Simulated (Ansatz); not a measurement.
Crystal: GaGe.

```
Ge Ga
1.0
     0.00000    2.89784    2.89784
     2.89784    0.00000    2.89784
     2.89784    2.89784    0.00000
Ge Ga
1 1
Direct
  0.00000 0.00000 0.00000
  0.25000 0.25000 0.25000
```

The cell comes from a database or a generator and needn't be the stable form of this composition.

- Program: Ansatz 0.2.0
- Task: single point
- Functional: PBE
- Potentials or basis: Ansatz PAW
- Cutoff: 420 eV (not typed: the program's choice for these potentials)
- k mesh: 8 × 8 × 8
- Occupations: fermi-dirac, width 0.05 eV
- Spin: no spin polarisation

On this cell: pressure 0.2 GPa; largest force zero by symmetry; band gap on the k mesh none (metal or under the smearing width).

The same run follows on a disturbed copy (atoms moved at random, drawn with an rms of 0.05 Å):

```
CELL_PARAMETERS angstrom
0.00000 2.89784 2.89784
2.89784 0.00000 2.89784
2.89784 2.89784 0.00000
ATOMIC_POSITIONS crystal
Ge 0.99277 0.98973 0.02535
Ga 0.23997 0.24662 0.26427
```

Task: What changes?

Result: The energy (extrapolated to zero smearing) moves by +2.2 meV/atom; pressure 0.3 GPa; largest force 0.209 eV/Å; band gap on the k mesh none (metal or under the smearing width).

Forces on the atoms (eV/Å):
```
Ge  -0.050 -0.197  0.049
Ga   0.050  0.197 -0.049
```

Stress tensor (GPa, compression positive):
```
 0.30 -0.29  1.08
-0.29  0.19  0.30
 1.08  0.30  0.30
```
